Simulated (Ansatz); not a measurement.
# CuAu: the cost of one run

Program: Ansatz 0.2.0. Level of theory: DFT PBEsol, scalar-relativistic, plane waves, PAW. These are calculated values, not measurements.

**1. Starting point**

Symmetry: P4/mmm, No. 123, tetragonal system. Conventional cell: a = 2.811 Å, b = 2.811 Å, c = 3.685 Å, α = 90.00°, β = 90.00°, γ = 90.00°. Around Cu (site symmetry 4/mmm) lie 8 Au at 2.71 Å and 4 Cu at 2.81 Å. Around Au (site symmetry 4/mmm) lie 8 Cu at 2.71 Å and 4 Au at 2.81 Å.

Structure file:

```
CELL_PARAMETERS angstrom
2.81075 0.00000 0.00000
0.00000 2.81075 0.00000
0.00000 0.00000 3.68500
ATOMIC_POSITIONS crystal
Cu 0.50000 0.50000 0.50000
Au 0.00000 0.00000 0.00000
```

Source of the structure: the Crystallography Open Database.

(A quick probe on a coarse mesh, which set the mesh and smearing, is not shown.)

**3. Full relaxation**

input.yaml

```yaml
crystal:
  lattice:
    - [2.8107494552, 0.0, 0.0]
    - [0.0, 2.8107494552, 0.0]
    - [0.0, 0.0, 3.685]
  atoms:
    - { symbol: Cu, position: [0.5, 0.5, 0.5] }
    - { symbol: Au, position: [0.0, 0.0, 0.0] }
basis:
  ecutwfc: 420
kpoints:
  mp_grid: { grid: [14, 14, 12] }
hamiltonian:
  xc: pbesol
scf:
  occupations: { method: gaussian, width: 0.1 }
output:
  forces: true
  stress: true
  eigenvalues: true
relax:
  adjacent_minimum: "off"
  f_tol: 0.005
  max_steps: 80
  cell: { stress_tol: 0.05 }
```

Started as:

```
$ ansatz run input.yaml --threads 1 --pin off --max-ram 2560MiB --backend cpu --events-out ev --progress --plain --runs-dir out
```

Q: Estimate wall time and peak memory on 1 thread of Arm Neoverse N1, shared host.

About 2.1 min, with a peak of 0.43 GiB.
